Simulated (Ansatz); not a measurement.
# NaSnS3: the cost of one run

Method: DFT PBE, scalar-relativistic, plane waves, PAW, in Ansatz 0.2.0.

### Step 1. The starting structure

Symmetry: R-3c, No. 167, trigonal system. Conventional cell: a = 6.283 Å, b = 6.283 Å, c = 15.355 Å, α = 90.00°, β = 90.00°, γ = 120.00°. Na (site symmetry 32) has 12 S at 2.98 to 3.30 Å as nearest neighbours. Sn (site symmetry -3) has 6 S at 2.23 Å as nearest neighbours. S (site symmetry 2) is surrounded by 2 Sn at 2.23 Å and 3 Na at 2.98 to 3.14 Å.

Coordinates:

```xyz
10
Lattice="3.1413 1.8136 5.1182 -3.1413 1.8136 5.1182 0.0000 -3.6272 5.1182" Properties=species:S:1:pos:R:3 pbc="T T T"
Na    0.0000    0.0000   11.5160
Na    0.0000    0.0000    3.8387
Sn    0.0000    0.0000    7.6774
Sn    0.0000    0.0000    0.0000
S    -0.1571   -1.8136    6.3978
S    -1.4921    1.0428    6.3978
S     0.1571    1.8136    8.9569
S    -1.6492   -0.7708    8.9569
S     1.4921   -1.0428    8.9569
S     1.6492    0.7708    6.3978
```

This is candidate A: rhombohedral perovskite type (R-3c, No. 167).

(A quick probe on a coarse mesh, which set the mesh and smearing, is not shown.)

### Step 3. Rough relaxation on the coarse mesh (candidate A)

input.yaml

```yaml
crystal:
  lattice:
    - [3.141270073, 1.8136131222, 5.1182385519]
    - [-3.141270073, 1.8136131222, 5.1182385519]
    - [0.0, -3.6272262446, 5.1182385519]
  atoms:
    - { symbol: Na, position: [0.75, 0.75, 0.75] }
    - { symbol: Na, position: [0.25, 0.25, 0.25] }
    - { symbol: Sn, position: [0.5, 0.5, 0.5] }
    - { symbol: Sn, position: [0.0, 0.0, 0.0] }
    - { symbol: S, position: [0.225, 0.275, 0.75] }
    - { symbol: S, position: [0.275, 0.75, 0.225] }
    - { symbol: S, position: [0.775, 0.725, 0.25] }
    - { symbol: S, position: [0.25, 0.775, 0.725] }
    - { symbol: S, position: [0.725, 0.25, 0.775] }
    - { symbol: S, position: [0.75, 0.225, 0.275] }
basis:
  ecutwfc: 420
kpoints:
  mp_grid: { grid: [3, 3, 3] }
hamiltonian:
  xc: pbe
scf:
  occupations: { method: gaussian, width: 0.1 }
  lower_state_search: "off"
output:
  forces: true
  stress: true
  eigenvalues: true
relax:
  adjacent_minimum: "off"
  f_tol: 0.04
  max_steps: 70
  cell: { stress_tol: 0.4 }
```

Run with:

```sh
ansatz run input.yaml --threads 1 --pin off --max-ram 2560MiB --backend cpu --events-out ev --progress --plain --runs-dir out
```

**Question.** How long does this run take on 1 thread of Arm Neoverse V1, shared host, and how much memory does it need?

About 41 s, with a peak of 0.47 GiB.
